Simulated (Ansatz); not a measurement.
# GaH4OSb: the cost of one run

The runs use Ansatz 0.2.0, Gaussian basis; RKS PBE0-D4/def2-TZVP.

The runs, in order: relaxation at PBE0-D4/def2-TZVP; harmonic vibrations at the same level.

1 further run of the same task is left out (set aside as unsound or not needed).

**1. The system as given**

SMILES `[GaH2][O][SbH2]`, 7 atoms, charge 0, spin multiplicity 1.

Atoms are counted from 1 here; the program's logs count them from 0.

Bond lengths: Ga1–O2 1.694 Å, Ga1–H4 1.546 Å, Ga1–H5 1.546 Å, O2–Sb3 1.981 Å, Sb3–H6 1.704 Å, Sb3–H7 1.703 Å. Angles: O2–Ga1–H4 117.5°, O2–Ga1–H5 117.7°, H4–Ga1–H5 124.8°, Ga1–O2–Sb3 178.4°, O2–Sb3–H6 92.1°, O2–Sb3–H7 92.0°, H6–Sb3–H7 87.2°.

As a file:

```xyz
7
GaH4OSb
Ga   -1.2967    0.2430   -1.0142
O     0.2222    0.1322   -0.2730
Sb    1.9766    0.0243    0.6414
H    -2.1733   -1.0307   -1.0405
H    -1.7045    1.6072   -1.6167
H     1.3158    0.5795    2.1105
H     1.6599   -1.5555    1.1925
```

The start is a GFN2-xTB geometry. Sb takes the def2 core potential; no spin-orbit term is included.

**2. Geometry optimisation, PBE0-D4/def2-TZVP**

File in.yaml:

```yaml
crystal:
  periodic: [false, false, false]
  atoms:
    - {symbol: Ga, position_ang: [-1.296670, 0.242970, -1.014180]}
    - {symbol: O, position_ang: [0.222170, 0.132180, -0.273010]}
    - {symbol: Sb, position_ang: [1.976580, 0.024330, 0.641390]}
    - {symbol: H, position_ang: [-2.173260, -1.030730, -1.040530]}
    - {symbol: H, position_ang: [-1.704520, 1.607240, -1.616710]}
    - {symbol: H, position_ang: [1.315790, 0.579490, 2.110550]}
    - {symbol: H, position_ang: [1.659900, -1.555480, 1.192490]}
basis:
  gaussian: {orbitals: def2-TZVP}
hamiltonian: {xc: pbe0, dispersion: d4}
relax: {f_tol: 0.005, max_steps: 150}
```

On the command line:

```console
> ansatz run in.yaml --threads 2 --pin off --events-out ev --progress --plain --max-ram 4352MiB
```

**Question.** How long does this run take on 2 threads of Intel Xeon Platinum 8375C at 2.90GHz, shared host, and how much memory does it need?

About 2 min, with a peak of 0.41 GiB.
